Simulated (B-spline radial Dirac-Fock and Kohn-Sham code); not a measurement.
# Ga²⁴⁺: core levels and X-ray properties

Aim: for Ga²⁴⁺, compute its X-ray form factor and Compton profile and the binding energy of each subshell.

Method: a free atom or ion on a radial basis; each step names its model; computed with B-spline radial Dirac-Fock and Kohn-Sham code, version 2.

**1. The system**

The Ga²⁴⁺ ion, configuration 1s2 2s2 2p3.

| Item | Value |
| --- | --- |
| nuclear charge | 31 |
| electrons | 7 |
| mass number | 69 |
| nuclear rms radius | 3.9973 fm |

Outer shells as boxes (Hund's rule, for the drawing alone; heavy ions are jj-coupled, and the calculation averages over the configuration):

```
[He] core
2s [↑↓]
2p [↑ ][↑ ][↑ ]
```

**2. Scattering by the electron cloud**

Model: Dirac-Fock average of configuration, finite nucleus; form factor of the spherical density, Waller-Hartree incoherent function, impulse-approximation Compton profiles.

Settings, as recorded:

```ini
task = scatter
Z = 31
charge = 24
configuration = 1s2 2s2 2p3
mass_number = 69
rms_radius = 3.9973  # fm
s = [0.0, 0.08, 0.1, 0.12, 0.15, 0.18, 0.23, 0.28, 0.35, 0.44, 0.54, 0.67, 0.83, 1.04, 1.28, 1.59, 1.98, 2.45, 3.04, 3.77, 4.68, 5.81, 7.21]  # 1/A
pz = [0, 0.1, 0.2, 0.3, 0.4, 0.5, 0.6, 0.8, 1.0, 1.2, 1.4, 1.6, 1.8, 2.0, 2.5, 3.0, 4.0, 5.0, 7.0, 10.0, 15.0, 20.0, 30.0, 40.0, 60.0, 100.0]  # a.u.
photon_energy = [5000, 8047.8, 20000, 30000, 50000, 100000, 200000, 500000]  # eV
```

**3. Core and valence levels**

Model: Dirac-Fock average of configuration, Delta-SCF, finite nucleus, first-order Breit with its frequency dependence, self-energy and vacuum polarisation.

Settings, as recorded:

```ini
task = binding
```

Before running it: what results should come out? Wanted: rms radius of the electron cloud; form factor halves at; Compton profile at zero; deepest level listed, K; least bound, L2,3.

As calculated:

| quantity | value |
| --- | --- |
| rms radius of the electron cloud | 0.178 bohr |
| form factor halves at | 1.9 1/Å |
| Compton profile at zero | 0.3912 1/a.u. |
| deepest level listed, K (1s) | 11816.8 eV |
| least bound, L2,3 (2p) | 2396.4 eV |
| ionisation energy, NIST (semi-empirical) | 2391.00 eV |

In words: The form factor starts at the 7 electrons and halves by s = 1.9 1/Å. Incoherent scattering outweighs coherent from 100 keV on, among the energies asked. For K (1s), relaxation takes off 12.2 eV, Breit terms shift it by -12.72 and QED by -6.59 eV. NIST's ionisation energy differs by -5.43 eV from the least binding energy, within its stated uncertainty. The Hartree-Fock and Dirac-Fock values hold no electron correlation.
